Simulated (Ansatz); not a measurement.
# BBrClFH3N: the cost of one run

Program: Ansatz 0.2.0. Level of theory: RKS B3LYP-D4/def2-SVP. These are calculated values, not measurements.

## (1) Starting point

Bond lengths: N2–H3 1.060 Å, N2–H4 1.060 Å, B1–F5 1.320 Å, B1–Cl6 1.860 Å, B1–Br7 2.340 Å, N2–H8 1.146 Å, Br7–H8 1.520 Å. Angles: H3–N2–H4 120.0°, H3–N2–H8 91.7°, H4–N2–H8 92.9°, F5–B1–Cl6 120.0°, F5–B1–Br7 114.2°, Cl6–B1–Br7 84.6°, B1–Br7–H8 63.2°, N2–H8–Br7 139.8°.

Coordinates:

```xyz
8

B     0.0000    0.0000    0.0000
N     0.0000    0.0000    1.9000
H    -0.8770   -0.2713    2.4300
H     0.8770    0.2713    2.4300
F     1.1431    0.0000   -0.6600
Cl   -1.6108    0.0000   -0.9300
Br   -0.6808    2.1137    0.7379
H    -0.3502    1.0871    1.8085
```

## (2) A restrained relaxation towards end A

Springs on the bonds that form and break draw the guess towards this end; the thresholds are loose.

File input.yaml:

```yaml
crystal:
  periodic: [false, false, false]
  atoms:
    - { symbol: B, position_ang: [0.0, 0.0, 0.0] }
    - { symbol: "N", position_ang: [0.0, 0.0, 1.9] }
    - { symbol: H, position_ang: [-0.877, -0.2713, 2.43] }
    - { symbol: H, position_ang: [0.877, 0.2713, 2.43] }
    - { symbol: F, position_ang: [1.1431, 0.0, -0.66] }
    - { symbol: Cl, position_ang: [-1.6108, 0.0, -0.93] }
    - { symbol: Br, position_ang: [-0.6808, 2.1137, 0.7379] }
    - { symbol: H, position_ang: [-0.3502, 1.0871, 1.8085] }
basis:
  gaussian: { orbitals: def2-SVP }
hamiltonian:
  xc: b3lyp
  dispersion: d4
relax:
  f_tol: 0.15
  max_steps: 25
  restrain:
    - { distance: [0, 6], at: 3.24, k: 30.0 }
    - { distance: [7, 1], at: 2.26, k: 30.0 }
    - { distance: [0, 1], at: 1.55, k: 30.0 }
    - { distance: [7, 6], at: 1.55, k: 30.0 }
output:
  orbitals: {}
```

The run is started by

```bash
> ansatz run input.yaml --threads 2 --pin off --max-ram 3072MiB --backend cpu --events-out ev --progress --plain --runs-dir out
```

What time and memory should one allow on 2 threads of Arm Neoverse N1, shared host?

About 77 s, with a peak of 0.26 GiB.
